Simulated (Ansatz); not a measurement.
# C2H4FGa: how energies converge with the basis set

The task here is to estimate one member of a computed series from the others.

The runs use Ansatz 0.2.0, Gaussian basis; one geometry, several basis sets.

Plan: PBE0-D4/def2-SVP; ωB97M-V/def2-SVP; PBE0-D4/def2-QZVPP; ωB97M-V/def2-QZVPP; the functionals' def2-TZVPP values are taken from earlier runs.

## The geometry

All runs share one geometry, relaxed beforehand with PBE0-D4 in a triple-zeta def2 set.

SMILES `C=[CH][GaH][F]`, 8 atoms, charge 0, spin multiplicity 1.

Atoms are counted from 1 here; the program's logs count them from 0.

Bond lengths: C1–C2 1.332 Å, C1–H5 1.088 Å, C1–H6 1.088 Å, C2–Ga3 1.936 Å, C2–H7 1.087 Å, Ga3–F4 1.763 Å, Ga3–H8 1.557 Å. Angles: C2–C1–H5 122.2°, C2–C1–H6 122.3°, H5–C1–H6 115.5°, C1–C2–Ga3 120.9°, C1–C2–H7 118.8°, Ga3–C2–H7 120.3°, C2–Ga3–F4 115.4°, C2–Ga3–H8 129.9°, F4–Ga3–H8 114.7°.

Set-up of the first run:

Input file in.yaml:

```yaml
crystal:
  periodic: [false, false, false]
  atoms:
    - {symbol: C, position_ang: [-0.837090, 1.175416, 0.060894]}
    - {symbol: C, position_ang: [0.342633, 0.569538, -0.065008]}
    - {symbol: Ga, position_ang: [0.481684, -1.360205, -0.007647]}
    - {symbol: F, position_ang: [2.110504, -2.006062, -0.199573]}
    - {symbol: H, position_ang: [-1.762069, 0.620546, 0.200088]}
    - {symbol: H, position_ang: [-0.941088, 2.257840, 0.031592]}
    - {symbol: H, position_ang: [1.232285, 1.179647, -0.202309]}
    - {symbol: H, position_ang: [-0.626870, -2.436730, 0.181962]}
basis:
  gaussian: {orbitals: def2-SVP}
hamiltonian: {xc: pbe0, dispersion: d4}
output: {orbitals: {seedname: orbitals}}
```

Among the steps run: PBE0-D4 in def2-SVP; ωB97M-V in def2-SVP; PBE0-D4 in def2-QZVPP; ωB97M-V in def2-QZVPP.

One table of the session follows, with a row left open; its other results are not shown here.

It belongs to the step «Functionals by basis». 

```
functional       basis  HOMO (eV)  LUMO (eV)
   PBE0-D4    def2-SVP          ?          ?
   PBE0-D4  def2-TZVPP      -8.44      -1.66
   PBE0-D4  def2-QZVPP      -8.46      -1.69
   ωB97M-V    def2-SVP     -10.56       0.33
   ωB97M-V  def2-TZVPP     -10.65       0.19
   ωB97M-V  def2-QZVPP     -10.68       0.07
```

Q: Estimate the row for PBE0-D4, def2-SVP from the others.

**Answer.** HOMO (eV): -8.38; LUMO (eV): -1.57. In the column «HOMO (eV)» it is the highest.
